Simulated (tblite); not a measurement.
# CH10GeSSi2: the cost of one run

Programs: tblite 0.8.0 and PySCF 2.14.0, with density-fitted response routines of our own. Each step states its level of theory. These are calculated values for one molecule in the gas phase, unless marked as measured. Atoms are numbered from 0 throughout.

## 1. The starting structure

15 atoms, charge 0, multiplicity 1; geometry from: force field or distance geometry start.

Bonds of the start (Å): C0–Si1 1.84, Si1–S2 2.16, S2–Ge3 2.21, Ge3–Si4 2.30, C0–H5 1.13, C0–H6 1.12, C0–H7 1.09, Si1–H8 1.50, Si1–H9 1.47, Ge3–H10 1.53, Ge3–H11 1.58, Si4–H12 1.48, Si4–H13 1.48, Si4–H14 1.47.

## 2. Optimising the geometry with GFN2-xTB

The job: settings as JSON, then the geometry in Å.

```
{"job": {"kind": "relax", "xc": "GFN2-xTB", "basis": "xTB"}, "charge": 0, "multiplicity": 1}
C     -3.128200     0.321100    -0.181900
Si    -1.321600     0.176600     0.114400
S     -0.304900    -0.996800    -1.389600
Ge     1.691900    -1.372900    -0.509100
Si     2.681400     0.680100    -0.225200
H     -3.627000     0.420200     0.822000
H     -3.327300     1.281800    -0.723100
H     -3.577300    -0.548900    -0.659200
H     -1.035400    -0.563000     1.383300
H     -0.673900     1.496500     0.158100
H      2.528300    -2.379300    -1.302400
H      1.382200    -1.936000     0.932600
H      2.863700     0.907700     1.226400
H      3.981800     0.741100    -0.925500
H      1.861800     1.779800    -0.754200
```

Started as:

```
OMP_NUM_THREADS=1 python probes_run.py task.json out
```

One launch serves the whole session: the jobs run in the order shown.

**Question.** How long does this first job take on 1 thread of Arm Neoverse N1, shared host?

About 1.2 s.
